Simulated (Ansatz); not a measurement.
Born–Oppenheimer molecular dynamics of a periodic cell of 28 atoms, Mg₁₂BH₃O₁₂ (surface MgO(111), adsorbate BH3, incident energy 20 eV, 0° from the normal). It starts from an unrelaxed structure (largest force component 1.80 eV/Å).

The calculation used DFT LDA, scalar-relativistic, plane waves, PAW in Ansatz 0.2.0. Settings: accuracy low, PAW set soft_1, cutoff 420 eV, k mesh 2x2x1, fermi-dirac smearing 0.05 eV, no spin polarisation.

```yaml
ensemble: NVE (velocity Verlet)
time_step: 0.75 fs
steps_asked: 370
starting_velocities: zero, but for any typed in the input
atoms_held: 1 to 8
seed: 730772
```

Frames 3.75 fs apart, positions in Å.

Velocities at 22.5 fs (Å/ps):

```
Mg 0.00 0.00 0.00
O 0.00 0.00 0.00
Mg 0.00 0.00 0.00
O 0.00 0.00 0.00
Mg 0.00 0.00 0.00
O 0.00 0.00 0.00
Mg 0.00 0.00 0.00
O 0.00 0.00 0.00
Mg 0.03 0.02 4.62
O -1.34 0.38 -2.65
Mg 0.12 -0.12 5.25
O -0.23 -0.04 -4.31
Mg -0.02 0.18 5.31
O 0.93 0.86 -2.32
Mg -0.12 -0.08 5.38
O 0.77 -1.00 -2.57
Mg -0.48 -0.16 9.18
O 0.20 1.33 -13.95
Mg -7.22 4.12 3.62
O -4.00 20.16 -143.91
Mg 1.64 -7.35 1.61
O 2.81 -5.77 -9.99
Mg 6.63 4.26 3.44
O -8.80 -1.45 -9.17
B 7.74 -27.44 14.93
H 209.62 -19.57 -105.39
H -89.33 155.55 -63.23
H -63.52 -92.31 -24.23
```

```xyz
28
Lattice="5.9653 0.0000 0.0000 2.9826 5.1661 0.0000 0.0000 0.0000 20.0883" Properties=species:S:1:pos:R:3 time_fs=22.5 energy_less_start_eV=-4.592 T=9490
Mg 0.000 0.000 1.000
O 4.474 4.305 2.218
Mg 1.491 2.583 1.000
O 2.983 1.722 2.218
Mg 2.983 0.000 1.000
O 7.457 4.305 2.218
Mg 4.474 2.583 1.000
O 5.965 1.722 2.218
Mg 5.965 3.444 3.534
O 1.481 2.588 4.531
Mg 4.475 0.860 3.539
O -0.001 0.000 4.520
Mg 2.982 3.445 3.539
O 4.482 2.589 4.533
Mg 1.490 0.861 3.539
O 2.986 -0.010 4.533
Mg 2.981 1.722 6.013
O 4.494 0.887 6.927
Mg 4.448 4.322 5.992
O 5.947 3.539 6.352
Mg 5.968 1.690 5.986
O 1.496 0.844 6.917
Mg 7.483 4.320 5.992
O 2.955 3.443 6.922
B 6.029 3.165 7.835
H 8.095 3.208 7.443
H 4.915 5.006 7.688
H 4.859 1.386 7.315
28
Lattice="5.9653 0.0000 0.0000 2.9826 5.1661 0.0000 0.0000 0.0000 20.0883" Properties=species:S:1:pos:R:3 time_fs=26.25 energy_less_start_eV=-2.103 T=8508
Mg 0.000 0.000 1.000
O 4.474 4.305 2.218
Mg 1.491 2.583 1.000
O 2.983 1.722 2.218
Mg 2.983 0.000 1.000
O 7.457 4.305 2.218
Mg 4.474 2.583 1.000
O 5.965 1.722 2.218
Mg 5.965 3.444 3.550
O 1.480 2.586 4.527
Mg 4.475 0.860 3.556
O -0.002 0.000 4.513
Mg 2.982 3.445 3.556
O 4.482 2.591 4.529
Mg 1.490 0.861 3.557
O 2.989 -0.008 4.526
Mg 2.980 1.720 6.040
O 4.463 0.851 6.839
Mg 4.411 4.339 5.996
O 5.937 3.597 5.847
Mg 5.976 1.661 5.981
O 1.508 0.822 6.879
Mg 7.513 4.342 5.997
O 2.959 3.455 6.860
B 6.054 3.073 7.873
H 8.331 2.836 7.617
H 4.578 5.639 7.590
H 5.066 1.676 7.905
28
Lattice="5.9653 0.0000 0.0000 2.9826 5.1661 0.0000 0.0000 0.0000 20.0883" Properties=species:S:1:pos:R:3 time_fs=30 energy_less_start_eV=4.037 T=6161
Mg 0.000 0.000 1.000
O 4.474 4.305 2.218
Mg 1.491 2.583 1.000
O 2.983 1.722 2.218
Mg 2.983 0.000 1.000
O 7.457 4.305 2.218
Mg 4.474 2.583 1.000
O 5.965 1.722 2.218
Mg 5.965 3.444 3.562
O 1.492 2.574 4.526
Mg 4.473 0.861 3.568
O 0.000 -0.001 4.523
Mg 2.982 3.443 3.568
O 4.467 2.583 4.524
Mg 1.492 0.861 3.568
O 2.991 0.016 4.513
Mg 2.984 1.716 6.052
O 4.433 0.817 6.761
Mg 4.359 4.358 5.986
O 5.936 3.627 5.410
Mg 5.982 1.631 5.961
O 1.510 0.834 6.807
Mg 7.550 4.370 5.991
O 2.982 3.466 6.797
B 6.073 2.979 7.892
H 8.290 2.499 8.039
H 4.381 5.877 8.277
H 5.335 2.111 8.503
28
Lattice="5.9653 0.0000 0.0000 2.9826 5.1661 0.0000 0.0000 0.0000 20.0883" Properties=species:S:1:pos:R:3 time_fs=33.75 energy_less_start_eV=7.218 T=4917
Mg 0.000 0.000 1.000
O 4.474 4.305 2.218
Mg 1.491 2.583 1.000
O 2.983 1.722 2.218
Mg 2.983 0.000 1.000
O 7.457 4.305 2.218
Mg 4.474 2.583 1.000
O 5.965 1.722 2.218
Mg 5.965 3.440 3.557
O 1.525 2.542 4.522
Mg 4.474 0.864 3.574
O 0.004 -0.002 4.542
Mg 2.982 3.440 3.575
O 4.432 2.558 4.513
Mg 1.493 0.864 3.572
O 2.990 0.058 4.496
Mg 2.993 1.716 6.057
O 4.409 0.795 6.693
Mg 4.304 4.373 5.970
O 5.936 3.671 5.030
Mg 5.981 1.602 5.932
O 1.508 0.846 6.778
Mg 7.588 4.395 5.983
O 2.999 3.458 6.760
B 6.095 2.869 7.918
H 8.236 2.440 8.238
H 4.232 6.224 8.417
H 5.635 2.669 9.069
28
Lattice="5.9653 0.0000 0.0000 2.9826 5.1661 0.0000 0.0000 0.0000 20.0883" Properties=species:S:1:pos:R:3 time_fs=37.5 energy_less_start_eV=9.085 T=4208
Mg 0.000 0.000 1.000
O 4.474 4.305 2.218
Mg 1.491 2.583 1.000
O 2.983 1.722 2.218
Mg 2.983 0.000 1.000
O 7.457 4.305 2.218
Mg 4.474 2.583 1.000
O 5.965 1.722 2.218
Mg 5.967 3.417 3.465
O 1.576 2.492 4.518
Mg 4.478 0.868 3.571
O 0.011 -0.004 4.564
Mg 2.981 3.435 3.576
O 4.379 2.513 4.501
Mg 1.490 0.867 3.567
O 2.988 0.110 4.482
Mg 3.002 1.721 6.058
O 4.396 0.791 6.639
Mg 4.256 4.383 5.953
O 5.931 3.776 4.787
Mg 5.974 1.576 5.900
O 1.501 0.858 6.774
Mg 7.621 4.406 5.973
O 3.010 3.435 6.742
B 6.122 2.751 7.965
H 8.048 2.451 8.310
H 4.215 6.710 8.194
H 5.939 3.234 9.521
28
Lattice="5.9653 0.0000 0.0000 2.9826 5.1661 0.0000 0.0000 0.0000 20.0883" Properties=species:S:1:pos:R:3 time_fs=41.25 energy_less_start_eV=5.305 T=5666
Mg 0.000 0.000 1.000
O 4.474 4.305 2.218
Mg 1.491 2.583 1.000
O 2.983 1.722 2.218
Mg 2.983 0.000 1.000
O 7.457 4.305 2.218
Mg 4.474 2.583 1.000
O 5.965 1.722 2.218
Mg 5.973 3.357 3.248
O 1.633 2.434 4.516
Mg 4.488 0.873 3.559
O 0.018 -0.007 4.582
Mg 2.979 3.431 3.570
O 4.321 2.458 4.490
Mg 1.482 0.870 3.551
O 2.985 0.163 4.471
Mg 3.006 1.731 6.056
O 4.393 0.803 6.604
Mg 4.221 4.389 5.934
O 5.921 3.960 4.746
Mg 5.963 1.556 5.865
O 1.491 0.868 6.781
Mg 7.650 4.399 5.959
O 3.009 3.404 6.743
B 6.162 2.643 8.058
H 7.656 2.470 8.332
H 4.352 7.289 7.793
H 6.237 3.685 9.572
28
Lattice="5.9653 0.0000 0.0000 2.9826 5.1661 0.0000 0.0000 0.0000 20.0883" Properties=species:S:1:pos:R:3 time_fs=45 energy_less_start_eV=5.834 T=5453
Mg 0.000 0.000 1.000
O 4.474 4.305 2.218
Mg 1.491 2.583 1.000
O 2.983 1.722 2.218
Mg 2.983 0.000 1.000
O 7.457 4.305 2.218
Mg 4.474 2.583 1.000
O 5.965 1.722 2.218
Mg 5.979 3.280 2.995
O 1.683 2.380 4.518
Mg 4.501 0.876 3.537
O 0.023 -0.011 4.591
Mg 2.977 3.425 3.560
O 4.269 2.404 4.483
Mg 1.472 0.873 3.525
O 2.983 0.231 4.461
Mg 3.005 1.743 6.048
O 4.403 0.825 6.589
Mg 4.200 4.393 5.916
O 5.908 4.171 4.787
Mg 5.950 1.543 5.828
O 1.479 0.880 6.795
Mg 7.674 4.376 5.941
O 2.997 3.370 6.762
B 6.214 2.563 8.183
H 7.273 2.690 8.550
H 4.491 7.613 7.175
H 6.458 3.882 9.277
28
Lattice="5.9653 0.0000 0.0000 2.9826 5.1661 0.0000 0.0000 0.0000 20.0883" Properties=species:S:1:pos:R:3 time_fs=48.75 energy_less_start_eV=8.566 T=4403
Mg 0.000 0.000 1.000
O 4.474 4.305 2.218
Mg 1.491 2.583 1.000
O 2.983 1.722 2.218
Mg 2.983 0.000 1.000
O 7.457 4.305 2.218
Mg 4.474 2.583 1.000
O 5.965 1.722 2.218
Mg 5.984 3.217 2.769
O 1.717 2.341 4.524
Mg 4.516 0.876 3.508
O 0.027 -0.018 4.587
Mg 2.975 3.417 3.547
O 4.233 2.363 4.480
Mg 1.460 0.872 3.491
O 2.983 0.345 4.442
Mg 3.000 1.752 6.030
O 4.426 0.848 6.592
Mg 4.192 4.392 5.902
O 5.894 4.332 4.851
Mg 5.934 1.540 5.789
O 1.464 0.898 6.814
Mg 7.688 4.343 5.922
O 2.970 3.340 6.797
B 6.260 2.517 8.309
H 7.253 2.848 8.840
H 4.671 7.819 6.682
H 6.465 3.838 8.783
```

Of the whole run (278 fs, mean temperature of the second half 6486 K): The conserved energy wandered by up to 12.6 meV per atom (net -2.4 meV per atom), which is poor conservation. A run of 0.28 ps of so small a system gives no equilibrium averages. Limits of this set-up: coarse k mesh, slab without dipole correction, no dispersion correction for a molecule that may bind weakly, PAW files made for another functional, low accuracy level.

Run time: 45 min on 2 threads of Arm Neoverse V2, with other jobs on the host, peak memory 1.3 GiB.
